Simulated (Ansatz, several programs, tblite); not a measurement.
Energy against volume for La2GaP3, ordered on the rocksalt lattice (I4/mmm) with 6 atoms a cell, at fixed shape and fractional coordinates, computed by several methods (PBE and r2SCAN, where shown, with plane waves in Ansatz); the cell shown is that of r2SCAN. With free coordinates or axes held, a curve is too stiff, and on another method's shape its minimum isn't the method's own volume. It is tetragonal, I4/mmm (No. 139); conventional cell a = 4.244 Å, c = 16.817 Å, 25.25 Å³ an atom. La is surrounded by 6 P at 2.73–3.08 Å; P is surrounded by 1 Ga at 2.60 Å and 5 La at 3.00–3.08 Å; P is surrounded by 2 La at 2.73 Å and 4 Ga at 3.00 Å; Ga is surrounded by 6 P at 2.60–3.00 Å. All values are calculated for a non-magnetic cell, which may be hypothetical. Energies count from each curve's lowest point; fits are third-order Birch-Murnaghan.

```
La P Ga
1.0
    -2.12223    2.12223    8.40839
     2.12223   -2.12223    8.40839
     2.12223    2.12223   -8.40839
La P Ga
2 3 1
Direct
  0.83760 0.83760 0.00000
  0.16240 0.16240 0.00000
  0.65435 0.65435 0.00000
  0.00000 0.00000 0.00000
  0.34565 0.34565 0.00000
  0.50000 0.50000 0.00000
```

Q: PBE, on the shape of its own relaxed cell, gives
```csv
V (Å³/atom),E (meV/atom)
23.871,20.06
24.633,4.74
25.395,0.00
26.157,4.38
26.919,16.70
```
What equilibrium volume and bulk modulus follow?

A: V₀ = 25.39 Å³ an atom and B₀ = 64 GPa.

r2SCAN, on the shape of its own relaxed cell:
```
V (Å³/atom)  E (meV/atom)
     23.732         22.31
     24.489          5.27
     25.247          0.00
     26.004          4.69
     26.762         18.01
```
V₀ = 25.25 Å³ an atom and B₀ = 71 GPa.

GFN1-xTB (tblite), on the shape of the cell shown, as a cluster of 48 atoms at the zone centre:
```tsv
V (Å³/atom)	E (meV/atom)
22.217	0.00
23.732	24.68
25.247	65.31
26.762	118.87
28.276	183.06
```
The lowest point is an end point, so the minimum isn't bracketed.

light PBE (260 eV, its own mesh), on the shape of the cell shown:
```tsv
V (Å³/atom)	E (meV/atom)
23.227	43.90
24.237	12.73
25.247	0.00
26.257	6.38
27.267	28.15
28.276	61.33
```
The points scatter about a smooth fit, as a low cutoff and a light mesh can make them, so no fit is quoted.
